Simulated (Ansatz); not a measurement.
This script for harmonic frequencies at the relaxed geometry of C2H3NSSi, SMILES N#C[SiH]1CS1 with the Python package of Ansatz (0.2.0) holds a mistake.

`freq.py`:
```python
# -*- coding: utf-8 -*-
"""Harmonic frequencies of C2H3NSSi at its relaxed geometry."""

import itertools

import ansatz as az
from ase.data import atomic_numbers, covalent_radii
import numpy as np

mol = (
    az.Crystal.molecule()
    .atom("N", [-2.594, -1.2184, 1.0963])
    .atom("C", [-1.6817, -0.5677, 0.8609])
    .atom("Si", [-0.1494, 0.3801, 0.5403])
    .atom("C", [1.1303, -0.1507, -0.7174])
    .atom("S", [0.0475, 0.9104, -1.5725])
    .atom("H", [0.1914, 1.616, 1.3427])
    .atom("H", [1.024, -1.1988, -1.014])
    .atom("H", [2.124, 0.1719, -0.5922])
)

base = (
    mol.calculation()
    .basis(gaussian="def2-SVP")
    .functional("PBE0")
    .spin("collinear", total=1)
)
symbols = [site.symbol for site in mol.cartesian_sites]
start = np.array([site.position_ang for site in mol.cartesian_sites], dtype=float)
r = base.relax(force_tolerance=0.003, max_steps=30).run(threads=1).report
end = np.array(r["positions_ang"])

# pairs closer than 1.2 times the sum of covalent radii, before or after
radius = [covalent_radii[atomic_numbers[s]] for s in symbols]
span = lambda where, i, j: np.linalg.norm(where[i] - where[j])
bonded = [(i, j) for i, j in itertools.combinations(range(len(symbols)), 2) if min(span(start, i, j), span(end, i, j)) < 1.2 * (radius[i] + radius[j])]
print("pair        before    after (A)")
for i, j in bonded:
    print(f"{symbols[i]}{i}-{symbols[j]}{j}".ljust(10), f"{span(start, i, j):8.4f} {span(end, i, j):8.4f}")

# same settings at the minimum
minimum = az.Crystal.molecule()
for symbol, place in zip(symbols, end):
    minimum = minimum.atom(symbol, place.tolist())
vibrating = (
    minimum.calculation()
    .basis(gaussian="def2-SVP")
    .functional("PBE0")
    .spin("collinear", total=1)
    .phonons(temperatures=(200, 600, 100))
)
vib = vibrating.run(threads=1).report["vibrations"]
sums = vib["harmonic_sums"]
modes = [m["omega_inv_cm"] for m in sums["modes_at_gamma"] if m["rigid_motion"] == "no"]
print("frequencies (1/cm):", " ".join(f"{w:.0f}" for w in modes))
print("imaginary modes:", sum(w < 0 for w in modes), " zero-point energy:", round(sums["zero_point_energy_ev"], 4), "eV")
print("T (K)   F_vib (eV)   S_vib (meV/K)   C_vib (meV/K)")
for row in zip(sums["temperatures_k"], sums["vibrational_free_energy_ev"], vib["entropy_ev_per_k"], vib["heat_capacity_ev_per_k"]):
    print(f"{row[0]:6.1f} {row[1]:11.4f} {1000 * row[2]:13.4f} {1000 * row[3]:15.4f}")
```

Output of `python freq.py`:
```text
Traceback (most recent call last):
  File "freq.py", line 30, in <module>
    r = base.relax(force_tolerance=0.003, max_steps=30).run(threads=1).report
        ~~~~~~~~~~~~~~~~~~~~~~~~~~~~~~~~~~~~~~~~~~~~~~~~~~~^^^^^^^^^^^
  ...
ansatz.GaussianBasisError: a molecule whose nuclei and cores have a total charge of 52 cannot have a net charge of 0 together with 1 unpaired electrons
```
(Library frames cut from the traceback.)

Why does it end like this?

The fault: the count of unpaired electrons doesn't fit the count of electrons. The cap on steps that the faulty run carried goes too. Mended:

```diff
--- before
+++ after
@@ -25,3 +25,2 @@
     .functional("PBE0")
-    .spin("collinear", total=1)
 )
@@ -29,3 +28,3 @@
 start = np.array([site.position_ang for site in mol.cartesian_sites], dtype=float)
-r = base.relax(force_tolerance=0.003, max_steps=30).run(threads=1).report
+r = base.relax(force_tolerance=0.003).run(threads=1).report
 end = np.array(r["positions_ang"])
@@ -48,3 +47,2 @@
     .functional("PBE0")
-    .spin("collinear", total=1)
     .phonons(temperatures=(200, 600, 100))
```

The mended script runs so:

```console
$ python freq.py
pair        before    after (A)
N0-C1        1.1450   1.1602
C1-Si2       1.8300   1.8445
Si2-C3       1.8711   1.8421
Si2-S4       2.1872   2.0880
Si2-H5       1.5124   1.4776
C3-S4        1.7406   1.8744
C3-H6        1.0944   1.0965
C3-H7        1.0522   1.0968
frequencies (1/cm): 123 144 350 355 516 574 596 627 759 805 858 952 1008 1398 2315 2351 3129 3229
imaginary modes: 0  zero-point energy: 1.2454 eV
T (K)   F_vib (eV)   S_vib (meV/K)   C_vib (meV/K)
 200.0      1.2245        0.2736          0.3948
 300.0      1.1871        0.4773          0.6165
 400.0      1.1292        0.6786          0.7816
 500.0      1.0518        0.8665          0.9007
 600.0      0.9564        1.0390          0.9909
```

The frequencies are harmonic and unscaled, in a modest basis. The result belongs to the one conformer reached from this start, and soft torsions count as harmonic oscillators. The whole script took 2.8 min on 1 thread of Arm Neoverse V1 (shared host), peak memory 0.27 GiB.

(A comment or docstring line of the script was reworded after the run, the code is as it ran; lines on the test bed's own set-up are left out of the output.)
